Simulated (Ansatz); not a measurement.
# CH₄ClO₂Sb: one species, many methods

One table from this session's results is given with a row withheld; the runs are named, their logs left out.

Computed with Ansatz 0.2.0, Gaussian basis. Level: functionals in def2-TZVPP, the program's frozen cores in correlated methods.

The runs, in order: LDA (SPW92), PBE-D4, revPBE-D4, BLYP-D4, r2SCAN-D4, B97M-V, PBE0-D4, B3LYP-D4, r2SCANh-D4, r2SCAN0-D4, HSE06-D4, BHLYP-D4, CAM-B3LYP-D4, LC-ωPBE, ωB97X-V, ωB97M-V, B2PLYP, PBE-QIDH; CCSD(T)/def2-SVP; CCSD(T)/def2-TZVPP; MP2/def2-QZVPP; extrapolation to the limit; RPA on PBE.

### The geometry

The geometry comes from an earlier relaxation with PBE0-D4 in a triple-zeta def2 set; it is a stationary point, not always the lowest conformer. Sb takes the def2 core potential; no spin-orbit term is included.

9 atoms, charge 0, spin multiplicity 1.

Atoms are counted from 1 here; the program's logs count them from 0.

Bond lengths: O1–C2 1.381 Å, O1–H6 0.965 Å, C2–Cl3 1.811 Å, C2–O4 1.358 Å, C2–H7 1.094 Å, O4–Sb5 2.005 Å, Sb5–H8 1.717 Å, Sb5–H9 1.714 Å. Angles: C2–O1–H6 108.0°, O1–C2–Cl3 110.4°, O1–C2–O4 113.8°, O1–C2–H7 106.3°, Cl3–C2–O4 107.0°, Cl3–C2–H7 105.6°, O4–C2–H7 113.5°, C2–O4–Sb5 115.7°, O4–Sb5–H8 94.4°, O4–Sb5–H9 90.9°, H8–Sb5–H9 91.0°.

The first run:

Contents of in.yaml:

```yaml
crystal:
  periodic: [false, false, false]
  atoms:
    - {symbol: O, position_ang: [-0.656843, 1.445468, 0.310478]}
    - {symbol: C, position_ang: [0.217845, 0.473993, 0.755088]}
    - {symbol: Cl, position_ang: [0.329949, 0.504935, 2.561884]}
    - {symbol: O, position_ang: [-0.139543, -0.787248, 0.401469]}
    - {symbol: Sb, position_ang: [-0.544955, -1.062265, -1.542676]}
    - {symbol: H, position_ang: [-1.506957, 1.302151, 0.745054]}
    - {symbol: H, position_ang: [1.209119, 0.764148, 0.394331]}
    - {symbol: H, position_ang: [0.818050, -0.171100, -2.088146]}
    - {symbol: H, position_ang: [0.361933, -2.516183, -1.554685]}
basis:
  gaussian: {orbitals: def2-TZVPP}
hamiltonian: {xc: lda}
output: {orbitals: {seedname: orbitals}}
```

The run is started by

```sh
$ ansatz run in.yaml --threads 4 --pin off --events-out ev --progress --plain --max-ram 10444MiB
```

Among the steps run: LDA; PBE-D4 (GGA); revPBE-D4 (GGA); BLYP-D4 (GGA); r2SCAN-D4 (meta-GGA); B97M-V (meta-GGA); PBE0-D4 (hybrid); B3LYP-D4 (hybrid); r2SCANh-D4 (hybrid); r2SCAN0-D4 (hybrid); HSE06-D4 (hybrid); BHLYP-D4 (hybrid); CAM-B3LYP-D4 (range-separated); LC-ωPBE (range-separated); ωB97X-V (range-separated); ωB97M-V (range-separated); B2PLYP (double hybrid); PBE-QIDH (double hybrid).

One table of the session follows, with a row left open; its other results are not shown here.

It belongs to the step «Frontier levels by functional». 

```
  functional  HOMO (eV)  LUMO (eV)  gap (eV)
 LDA (SPW92)      -6.61      -2.55      4.07
      PBE-D4      -6.46      -2.30      4.16
   revPBE-D4      -6.41      -2.20      4.21
     BLYP-D4      -6.36      -2.20      4.16
   r2SCAN-D4      -6.78      -2.09      4.69
      B97M-V      -6.81      -2.14      4.66
     PBE0-D4      -7.69      -1.51      6.19
    B3LYP-D4      -7.51      -1.74      5.78
  r2SCANh-D4      -7.24      -1.80      5.44
  r2SCAN0-D4      -7.90      -1.38      6.52
    HSE06-D4      -7.30      -1.88      5.42
    BHLYP-D4      -8.76      -0.69      8.07
CAM-B3LYP-D4          ?          ?         ?
     LC-ωPBE     -10.24       0.60     10.83
     ωB97X-V      -9.94       0.47     10.41
     ωB97M-V      -9.84       0.26     10.11
```

Estimate the missing values for CAM-B3LYP-D4.

As computed: HOMO (eV): -9.00; LUMO (eV): -0.54; gap (eV): 8.45. In the column «HOMO (eV)» it lies between ωB97M-V (-9.84) and BHLYP-D4 (-8.76).
